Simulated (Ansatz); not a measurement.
# Cu3O2 (I4/mmm) in Ansatz: a series of runs

Runs on Cu3O2. Level: PBEsol. Tasks: single point.

All numbers are computed with Ansatz 0.2.0; they aren't measurements. Logs are shortened: lines on timing, memory, paths and dates and some standing lists are left out, and cuts for length are marked.

## 1. The crystal as given

It takes space group I4/mmm (No. 139, tetragonal). The conventional cell has a = 4.046 Å, b = 4.046 Å, c = 7.347 Å, α = 90.00°, β = 90.00°, γ = 90.00°. Around Cu (site symmetry 4/mmm) lie 4 O at 2.02 Å. Around Cu (site symmetry -4m2) lie 2 O at 1.84 Å. O (site symmetry mmm) is surrounded by 4 Cu at 1.84 to 2.02 Å.

The cell comes from a database or a generator and needn't be the stable form of this composition.

## 2. Single point, PBEsol, 11.31 Å³/atom (volume scaled by 0.94)

File input.yaml:

```yaml
crystal:
  lattice:
    - [-1.9816850654, 1.9816850654, 3.5986241819]
    - [1.9816850654, -1.9816850654, 3.5986241819]
    - [1.9816850654, 1.9816850654, -3.5986241819]
  atoms:
    - { symbol: Cu, position: [0.0, 0.0, 0.0] }
    - { symbol: Cu, position: [0.75, 0.25, 0.5] }
    - { symbol: Cu, position: [0.25, 0.75, 0.5] }
    - { symbol: O, position: [0.5, 0.0, 0.5] }
    - { symbol: O, position: [0.0, 0.5, 0.5] }
kpoints:
  mp_grid: { grid: [9, 9, 9] }
scf:
  occupations: { method: fermi_dirac, width: 0.05 }
hamiltonian:
  xc: pbesol
  pseudopotentials: { kind: all_electron, lapw: { basis_error: 0.001 } }
output:
  forces: true
  stress: true
  eigenvalues: true
```

Potentials or basis: all-electron LAPW, scalar-relativistic.

Run with:

```sh
$ ansatz run input.yaml --threads 4 --pin off --max-ram 12288MiB --backend cpu --events-out ev --progress --plain --runs-dir out
```

What it wrote:

```text
Warning: RAYON_NUM_THREADS=4 ignored (pool sized by the plan → 4); use --threads N
LAPW: plane waves up to 11.699 Å⁻¹, error target 1.0e-3 eV per atom; small_component_spin mean_spin; O in spheres of 0.802 Å, 8 of its electrons in bands, Dirac shells []; Cu in spheres of 0.997 Å, 19 of its electrons in bands, Dirac shells [] (how accurate: hamiltonian.pseudopotentials.lapw.basis_error, Limitations)
Engine: ansatz 0.2.0, aarch64-unknown-linux-gnu
Pseudopotentials: kind: all_electron
Pseudopotential: Cu, LAPW, valence charge 19, lapw/all_electron/scalar/gaussian/Cu, Koelling and Harmon's equation, gaussian nucleus
Pseudopotential: O, LAPW, valence charge 8, lapw/all_electron/scalar/gaussian/O, Koelling and Harmon's equation, gaussian nucleus
Functional definition: PBEsol
  exchange = pbesol_x
  correlation = pbesol_c
Crystal: 5 atoms, lattice volume = 56.528 Å³
Basis set: ecut = 521.417054355122 eV, 1557 PW (Γ), FFT grids on a1+a3, a2+a3, a3, exchange–correlation at level 2
Bands: 44, of which v1, the nominal top of the filled ones, is band 37 counted from 1 (36 counted from 0)
Symmetry: 16 space group operations
Space group: I4/mmm (ITA 139), of the structure as read, at distance tolerance 3.8e-5 Å
k-points: 75 of 729
Non-local potential: Cu, projectors of the file, none
Non-local potential: O, projectors of the file, none
Initial density: superposition of atomic densities (chi_scale 0.1, normalization cell, long waves kept (reshape's long-wave potential 0.02 eV rms))
Initial wavefunctions: plane waves of lowest kinetic energy (no species holds an atomic orbital)
Functional: x = pbesol(κ = 0.804, μ = 0.12345679012345678), c = pbesol(β = 0.046)
iter 1 solved again at ethr=2.07e-2 eV; its pass at ethr=1.00e-1 eV (dr2=1.51e1 eV) is discarded
SCF iter   1: F=—  HF=-139081.004222 eV  |F-HF|=—  |Δ(HF+E_count)|=         —  Δρ=1.57e-1  dr2=1.52e1  ethr=2.07e-2  ⟨swp⟩=2.0  Hψ=20614  notcnv=0
preconditioner: auto → LDOS  [metal: Δε(μ)=0.019 eV  Ē_g=10.910 eV  σ=0.050 eV  W_gap=0.09  n_scr=22 (ndim 8)  ℏωp=33.1 eV  f_vac=0.073  D(μ)=3.25/eV (n_scr^D=34)  β→1.0]
SCF iter   2: F=—  HF=-139076.034982 eV  |F-HF|=—  |Δ(HF+E_count)|=    4.97e0  Δρ=5.31e-2  dr2=2.04e0  ethr=2.07e-2  ⟨swp⟩=2.1  Hψ=9905  notcnv=0
SCF iter   3: F=—  HF=-139074.888233 eV  |F-HF|=—  |Δ(HF+E_count)|=    1.15e0  Δρ=3.52e-2  dr2=6.67e-1  ethr=2.79e-3  ⟨swp⟩=3.0  Hψ=11705  notcnv=0
SCF iter   4: F=—  HF=-139073.891265 eV  |F-HF|=—  |Δ(HF+E_count)|=   9.97e-1  Δρ=1.41e-2  dr2=1.36e-1  ethr=9.14e-4  ⟨swp⟩=2.1  Hψ=10057  notcnv=0
iter 5 solved again at ethr=1.67e-5 eV; its pass at ethr=1.86e-4 eV (dr2=1.22e-2 eV) is discarded
SCF iter   5: F=—  HF=-139073.811068 eV  |F-HF|=—  |Δ(HF+E_count)|=         —  Δρ=3.73e-3  dr2=1.22e-2  ethr=1.67e-5  ⟨swp⟩=2.0  Hψ=16599  notcnv=0
the basis was enlarged: its passes take 935.2 KiB over the memory plan, 4 of 4 planned eigensolver slots
SCF iter   6: F=—  HF=-139073.806630 eV  |F-HF|=—  |Δ(HF+E_count)|=   4.44e-3  Δρ=1.39e-3  dr2=1.65e-3  ethr=1.67e-5  ⟨swp⟩=2.0  Hψ=9511  notcnv=0
SCF iter   7: F=—  HF=-139073.805832 eV  |F-HF|=—  |Δ(HF+E_count)|=   7.98e-4  Δρ=3.24e-4  dr2=6.96e-5  ethr=2.26e-6  ⟨swp⟩=2.0  Hψ=9511  notcnv=0
SCF iter   8: F=—  HF=-139073.805808 eV  |F-HF|=—  |Δ(HF+E_count)|=   2.39e-5  Δρ=8.43e-5  dr2=3.15e-6  ethr=9.53e-8  ⟨swp⟩=2.0  Hψ=9511  notcnv=0
SCF iter   9: F=-139073.805808 eV  HF=-139073.805808 eV  |F-HF|=1.04e-7  |Δ(HF+E_count)|=   9.75e-8  Δρ=8.75e-6  dr2=5.15e-8  ethr=4.31e-9  ⟨swp⟩=2.0  Hψ=9511  notcnv=0
SCF 1 converged in 9 iterations: F = -139073.805808 eV  dr2 = 5.15e-8
SCF converged after 9 iterations
Free energy (F): -139073.805808 eV
Harris-Foulkes:  -139073.805808 eV  (|F-HF|=1.04e-7)
Internal energy: -139073.790089 eV  (E = F + TS)
E sigma→0 (E₀):  -139073.797948 eV
Entropy (-TS):   -0.015719 eV (-3.144 meV/atom)
Fermi energy:    11.462399 eV
--- Per-component energies (eV) ---
  E_band       = -3315.763390
  E_kinetic    = 141373.333426
  E_xc         = -5859.955932
  E_electrostatic = -274587.167583  (all electrons and nuclei)
  E_smearing   = -0.015719  (= −TS)
  E_closure    = 0.000000  (closes the sum)
  E_atoms      = -139048.718718  (free atoms, spherical and without spin; not in F)
  Σ components = -139073.805808   (vs F -139073.805808, Δ=0.00e0)
  Basis errors (estimates in eV, not in F): energy 4.6e-4 per atom: plane waves 4.2e-4 (2.5e-4 summed), levels above the bands 4.0e-101, relativity 7.8e-8, radial functions 3.6e-5, core shells 6.7e-8; eigenvalues (radial functions only) 7.6e-6; not estimated: angular momenta, meshes, grids; target (lapw.basis_error) 1.0e-3; muffin-tin radii O 0.802 Å, Cu 0.997 Å
--- Forces (eV/Å), atoms counted from 1 ---
  atom   1  Cu     0.00000000     0.00000000     0.00000000
  atom   2  Cu     0.00000000     0.00000000     0.00000000
  atom   3  Cu    -0.00000000    -0.00000000     0.00000000
  atom   4  O     -0.00000000     0.00000000    -0.00000000
  atom   5  O     -0.00000000     0.00000000    -0.00000000
  max |Σ_I F_I| component: 8.87e-30 eV/Å
--- Stress (GPa, compression-positive) ---
        1.185078       0.000000       0.000000
        0.000000       1.185078      -0.000000
        0.000000      -0.000000       5.591911
  P = ⅓ Tr σ = 2.6540 GPa (26.540 kbar)
--- Band table (eV; the first three rows and the last of 75) ---
  k-point 0: bands = ["-493.1058", "-493.1058", "-100.9028", "-100.6074", "-100.6052", "-58.4502", "-58.4502", "-58.4173", "-58.3440", "-58.3407", "-58.0556", "-58.0556", "-58.0387", "-58.0387", "-8.1734", "-6.7415", "4.3322", "5.3591", "5.3591", "6.0219", "6.3510", "8.0635", "8.2069", "8.2069", "8.2992", "8.8670", "8.8670", "9.0349", "9.0923", "9.1818", "9.4211", "9.4211", "9.7159", "9.8861", "10.5905", "10.5905", "11.9040", "12.0541", "16.5702", "16.5702", "18.5745", "18.7971", "22.4540", "22.6345"]
  k-point 1: bands = ["-493.1058", "-493.1058", "-100.9028", "-100.6073", "-100.6053", "-58.4507", "-58.4502", "-58.4168", "-58.3437", "-58.3412", "-58.0556", "-58.0535", "-58.0408", "-58.0385", "-8.0999", "-6.7776", "4.2573", "5.1448", "5.3992", "6.0279", "6.4412", "7.7772", "8.2182", "8.2554", "8.3713", "8.4621", "8.5551", "9.1040", "9.3665", "9.3995", "9.4223", "9.4464", "9.8069", "10.0227", "10.6355", "10.6902", "11.7176", "12.2410", "15.4889", "17.0622", "18.9154", "19.9360", "22.7851", "22.8190"]
  k-point 2: bands = ["-493.1058", "-493.1058", "-100.9028", "-100.6070", "-100.6056", "-58.4518", "-58.4502", "-58.4155", "-58.3430", "-58.3423", "-58.0558", "-58.0481", "-58.0463", "-58.0382", "-7.9059", "-6.8670", "4.0709", "4.6286", "5.4374", "6.0478", "6.3396", "7.4180", "8.1968", "8.2653", "8.3609", "8.5278", "8.5712", "9.2051", "9.2206", "9.3785", "9.3916", "9.6499", "9.6533", "10.5436", "10.7456", "11.2144", "11.4450", "12.6956", "13.9674", "18.0694", "19.6757", "20.8412", "21.2395", "23.5806"]
  k-point 74: bands = ["-493.1058", "-493.1058", "-100.9027", "-100.6074", "-100.6052", "-58.4507", "-58.4505", "-58.4121", "-58.3466", "-58.3433", "-58.0547", "-58.0546", "-58.0393", "-58.0393", "-7.6758", "-7.1902", "3.1829", "5.6963", "5.9353", "7.0352", "7.1946", "7.5546", "7.6034", "7.7195", "7.8552", "8.0096", "8.4628", "8.8576", "9.1164", "9.3328", "9.4858", "9.5717", "9.6542", "9.8335", "10.1665", "11.1149", "11.1333", "15.1018", "16.2498", "17.1069", "17.9365", "19.2017", "22.1058", "24.5168"]
```

It took 29 s on 4 threads of Arm Neoverse V2, shared host; peak memory 1 GiB.

What came out:

- Free energy: -139073.8058 eV
- Pressure: 2.7 GPa
- Band gap on the k mesh: none (metal or under the smearing width)

Caveat: an odd number of electrons without spin polarisation forces a metal; a magnetic or distorted state may lie lower; the run has no spin polarisation, though such a crystal can be magnetic; semilocal functionals often make such compounds metallic where correlation or magnetic order opens a gap, which also shifts bond lengths.

## 3. Single point, PBEsol, 11.55 Å³/atom (volume scaled by 0.96)

Changes to input.yaml since step 2:

```diff
@@ -2,5 +2,5 @@
   lattice:
-    - [-1.9816850654, 1.9816850654, 3.5986241819]
-    - [1.9816850654, -1.9816850654, 3.5986241819]
-    - [1.9816850654, 1.9816850654, -3.5986241819]
+    - [-1.9956410538, 1.9956410538, 3.6239674407]
+    - [1.9956410538, -1.9956410538, 3.6239674407]
+    - [1.9956410538, 1.9956410538, -3.6239674407]
   atoms:
```

Potentials or basis: all-electron LAPW, scalar-relativistic.

Run with:

```sh
$ ansatz run input.yaml --threads 4 --pin off --max-ram 12288MiB --backend cpu --events-out ev --progress --plain --runs-dir out
```

Run time: 30 s. Hardware: 4 threads of Arm Neoverse V2, shared host; peak memory 1 GiB.

It converged, with:

```yaml
Free_energy: -139073.8130 eV
Pressure: -0.7 GPa
Band_gap_on_the_k_mesh: none (metal or under the smearing width)
```

Caveat: an odd number of electrons without spin polarisation forces a metal; a magnetic or distorted state may lie lower; the run has no spin polarisation, though such a crystal can be magnetic; semilocal functionals often make such compounds metallic where correlation or magnetic order opens a gap, which also shifts bond lengths.

## 4. Single point, PBEsol, 11.79 Å³/atom (volume scaled by 0.98)

Changes to input.yaml since step 3:

```diff
@@ -2,5 +2,5 @@
   lattice:
-    - [-1.9956410538, 1.9956410538, 3.6239674407]
-    - [1.9956410538, -1.9956410538, 3.6239674407]
-    - [1.9956410538, 1.9956410538, -3.6239674407]
+    - [-2.0094045305, 2.0094045305, 3.6489611095]
+    - [2.0094045305, -2.0094045305, 3.6489611095]
+    - [2.0094045305, 2.0094045305, -3.6489611095]
   atoms:
```

Run with:

```sh
$ ansatz run input.yaml --threads 4 --pin off --max-ram 12288MiB --backend cpu --events-out ev --progress --plain --runs-dir out
```

It took 31 s on 4 threads of Arm Neoverse V2, shared host; peak memory 1 GiB.

Results (log left out):

| Quantity | Value |
| --- | --- |
| Free energy | -139073.7968 eV |
| Pressure | -3.6 GPa |
| Band gap on the k mesh | none (metal or under the smearing width) |

Caveat: an odd number of electrons without spin polarisation forces a metal; a magnetic or distorted state may lie lower; the run has no spin polarisation, though such a crystal can be magnetic; semilocal functionals often make such compounds metallic where correlation or magnetic order opens a gap, which also shifts bond lengths.

## 5. Single point, PBEsol, 12.03 Å³/atom

Changes to input.yaml since step 4:

```diff
@@ -2,5 +2,5 @@
   lattice:
-    - [-2.0094045305, 2.0094045305, 3.6489611095]
-    - [2.0094045305, -2.0094045305, 3.6489611095]
-    - [2.0094045305, 2.0094045305, -3.6489611095]
+    - [-2.022982, 2.022982, 3.673617]
+    - [2.022982, -2.022982, 3.673617]
+    - [2.022982, 2.022982, -3.673617]
   atoms:
```

Run with:

```sh
$ ansatz run input.yaml --threads 4 --pin off --max-ram 12288MiB --backend cpu --events-out ev --progress --plain --runs-dir out
```

It took 31 s on 4 threads of Arm Neoverse V2, shared host; peak memory 1 GiB.

Results (log left out):

```
Free energy            : -139073.7599 eV
Pressure               : -6.2 GPa
Band gap on the k mesh : none (metal or under the smearing width)
```

Caveat: an odd number of electrons without spin polarisation forces a metal; a magnetic or distorted state may lie lower; the run has no spin polarisation, though such a crystal can be magnetic; semilocal functionals often make such compounds metallic where correlation or magnetic order opens a gap, which also shifts bond lengths.

## 6. Single point, PBEsol, 12.27 Å³/atom (volume scaled by 1.02)

Changes to input.yaml since step 5:

```diff
@@ -2,5 +2,5 @@
   lattice:
-    - [-2.022982, 2.022982, 3.673617]
-    - [2.022982, -2.022982, 3.673617]
-    - [2.022982, 2.022982, -3.673617]
+    - [-2.0363796222, 2.0363796222, 3.6979462984]
+    - [2.0363796222, -2.0363796222, 3.6979462984]
+    - [2.0363796222, 2.0363796222, -3.6979462984]
   atoms:
```

Potentials or basis: all-electron LAPW, scalar-relativistic.

Run with:

```sh
$ ansatz run input.yaml --threads 4 --pin off --max-ram 12288MiB --backend cpu --events-out ev --progress --plain --runs-dir out
```

Run time: 30 s. Hardware: 4 threads of Arm Neoverse V2, shared host; peak memory 1 GiB.

Results (log left out):

```
Free energy            : -139073.7047 eV
Pressure               : -8.5 GPa
Band gap on the k mesh : none (metal or under the smearing width)
```

Caveat: an odd number of electrons without spin polarisation forces a metal; a magnetic or distorted state may lie lower; the run has no spin polarisation, though such a crystal can be magnetic; semilocal functionals often make such compounds metallic where correlation or magnetic order opens a gap, which also shifts bond lengths.

## 7. Single point, PBEsol, 12.51 Å³/atom (volume scaled by 1.04)

Changes to input.yaml since step 6:

```diff
@@ -2,5 +2,5 @@
   lattice:
-    - [-2.0363796222, 2.0363796222, 3.6979462984]
-    - [2.0363796222, -2.0363796222, 3.6979462984]
-    - [2.0363796222, 2.0363796222, -3.6979462984]
+    - [-2.0496032371, 2.0496032371, 3.7219596096]
+    - [2.0496032371, -2.0496032371, 3.7219596096]
+    - [2.0496032371, 2.0496032371, -3.7219596096]
   atoms:
```

Run with:

```sh
$ ansatz run input.yaml --threads 4 --pin off --max-ram 12288MiB --backend cpu --events-out ev --progress --plain --runs-dir out
```

Wall time 28 s (4 threads of Arm Neoverse V2, shared host); peak memory 0.99 GiB.

Results (log left out):

```
Free energy            : -139073.6333 eV
Pressure               : -10.5 GPa
Band gap on the k mesh : none (metal or under the smearing width)
```

Caveat: an odd number of electrons without spin polarisation forces a metal; a magnetic or distorted state may lie lower; the run has no spin polarisation, though such a crystal can be magnetic; semilocal functionals often make such compounds metallic where correlation or magnetic order opens a gap, which also shifts bond lengths.

## 8. Single point, PBEsol, 12.75 Å³/atom (volume scaled by 1.06)

Changes to input.yaml since step 7:

```diff
@@ -2,5 +2,5 @@
   lattice:
-    - [-2.0496032371, 2.0496032371, 3.7219596096]
-    - [2.0496032371, -2.0496032371, 3.7219596096]
-    - [2.0496032371, 2.0496032371, -3.7219596096]
+    - [-2.0626583867, 2.0626583867, 3.7456669979]
+    - [2.0626583867, -2.0626583867, 3.7456669979]
+    - [2.0626583867, 2.0626583867, -3.7456669979]
   atoms:
```

Run with:

```sh
$ ansatz run input.yaml --threads 4 --pin off --max-ram 12288MiB --backend cpu --events-out ev --progress --plain --runs-dir out
```

Run time: 28 s. Hardware: 4 threads of Arm Neoverse V2, shared host; peak memory 0.99 GiB.

The run converged. Its results:

* Free energy: -139073.5475 eV
* Pressure: -12.3 GPa
* Band gap on the k mesh: none (metal or under the smearing width)

Caveat: an odd number of electrons without spin polarisation forces a metal; a magnetic or distorted state may lie lower; the run has no spin polarisation, though such a crystal can be magnetic; semilocal functionals often make such compounds metallic where correlation or magnetic order opens a gap, which also shifts bond lengths.

## 9. The reference run

An earlier run on the cell as given: functional PBEsol; potentials or basis all-electron LAPW, scalar-relativistic; cutoff 499 eV (chosen from the basis error); basis error allowed 0.001 eV/atom; k mesh 9 × 9 × 9; occupations fermi-dirac, width 0.05 eV; no spin polarisation.

- Pressure: -6.2 GPa
- Band gap on the k mesh: none (metal or under the smearing width)
- Loewdin charges: Cu +0.88, +0.66; O -0.91 e
